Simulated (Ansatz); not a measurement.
# CH₈AlGeN: up Jacob's ladder to CCSD(T)

An exercise on one series of results from a longer session: the logs are not shown, and one member is left open.

Computed with Ansatz 0.2.0, Gaussian basis. Level: functionals in def2-TZVPP, the program's frozen cores in correlated methods.

Plan: PBE-D4, r2SCAN-D4, PBE0-D4, B3LYP-D4, ωB97X-V, ωB97M-V, B2PLYP; CCSD(T)/def2-TZVPP; MP2/def2-QZVPP; extrapolation to the limit.

**Structure used throughout**

An earlier PBE0-D4 in a triple-zeta def2 set relaxation fixed the geometry.

12 atoms, charge 0, spin multiplicity 1.

Atoms are counted from 1 here; the program's logs count them from 0.

Bond lengths: N1–Al2 1.768 Å, N1–H5 1.007 Å, N1–H6 1.007 Å, Al2–C3 1.948 Å, Al2–H7 1.585 Å, C3–Ge4 1.952 Å, C3–H8 1.096 Å, C3–H9 1.094 Å, Ge4–H10 1.542 Å, Ge4–H11 1.542 Å, Ge4–H12 1.542 Å. Angles: Al2–N1–H5 125.2°, Al2–N1–H6 124.6°, H5–N1–H6 110.1°, N1–Al2–C3 118.2°, N1–Al2–H7 117.4°, C3–Al2–H7 124.3°, Al2–C3–Ge4 113.9°, Al2–C3–H8 109.6°, Al2–C3–H9 110.8°, Ge4–C3–H8 106.9°, Ge4–C3–H9 108.4°, H8–C3–H9 106.9°, C3–Ge4–H10 110.0°, C3–Ge4–H11 110.4°, C3–Ge4–H12 112.2°, H10–Ge4–H11 107.8°, H10–Ge4–H12 108.0°, H11–Ge4–H12 108.2°.

The first run:

in.yaml

```yaml
crystal:
  periodic: [false, false, false]
  atoms:
    - {symbol: N, position_ang: [-0.245968, 2.142121, -0.459955]}
    - {symbol: Al, position_ang: [0.390326, 1.163368, 0.867949]}
    - {symbol: C, position_ang: [-0.123718, -0.713885, 0.958022]}
    - {symbol: Ge, position_ang: [0.038050, -1.661744, -0.741138]}
    - {symbol: H, position_ang: [-0.850286, 1.805392, -1.192240]}
    - {symbol: H, position_ang: [-0.045975, 3.119527, -0.597528]}
    - {symbol: H, position_ang: [1.359926, 1.875169, 1.900843]}
    - {symbol: H, position_ang: [-1.171633, -0.794206, 1.269338]}
    - {symbol: H, position_ang: [0.471608, -1.243511, 1.707523]}
    - {symbol: H, position_ang: [-0.872140, -1.006556, -1.799731]}
    - {symbol: H, position_ang: [1.488823, -1.594922, -1.258928]}
    - {symbol: H, position_ang: [-0.362113, -3.145953, -0.620154]}
basis:
  gaussian: {orbitals: def2-TZVPP}
hamiltonian: {xc: pbe, dispersion: d4}
output: {forces: true, orbitals: {seedname: orbitals}}
```

Launch:

```bash
> ansatz run in.yaml --threads 4 --pin off --events-out ev --progress --plain --max-ram 10444MiB
```

Steps of the session up to this table: PBE-D4 (GGA); r2SCAN-D4 (meta-GGA); PBE0-D4 (hybrid); B3LYP-D4 (hybrid); ωB97X-V (range-separated); ωB97M-V (range-separated); B2PLYP (double hybrid); CCSD(T) in def2-TZVPP; MP2 in def2-QZVPP.

One of the session's tables, all rows but one given; the rest of the session is left out.

It belongs to the step «Atomisation energies». 

```
            method  atomisation energy (kJ/mol)
            PBE-D4                       3803.1
         r2SCAN-D4                       3798.8
           PBE0-D4                       3768.2
          B3LYP-D4                       3796.9
           ωB97X-V                       3822.7
           ωB97M-V                            ?
            B2PLYP                       3754.9
     HF/def2-TZVPP                       2771.0
    MP2/def2-TZVPP                       3725.5
   CCSD/def2-TZVPP                       3680.7
CCSD(T)/def2-TZVPP                       3725.0
           MP2/CBS                       3816.6
       CCSD(T)/CBS                       3816.1
```

**Question.** Estimate the row for ωB97M-V.

**Answer.** atomisation energy (kJ/mol): 3802.5. In the column «atomisation energy (kJ/mol)» it lies between r2SCAN-D4 (3798.8) and PBE-D4 (3803.1).
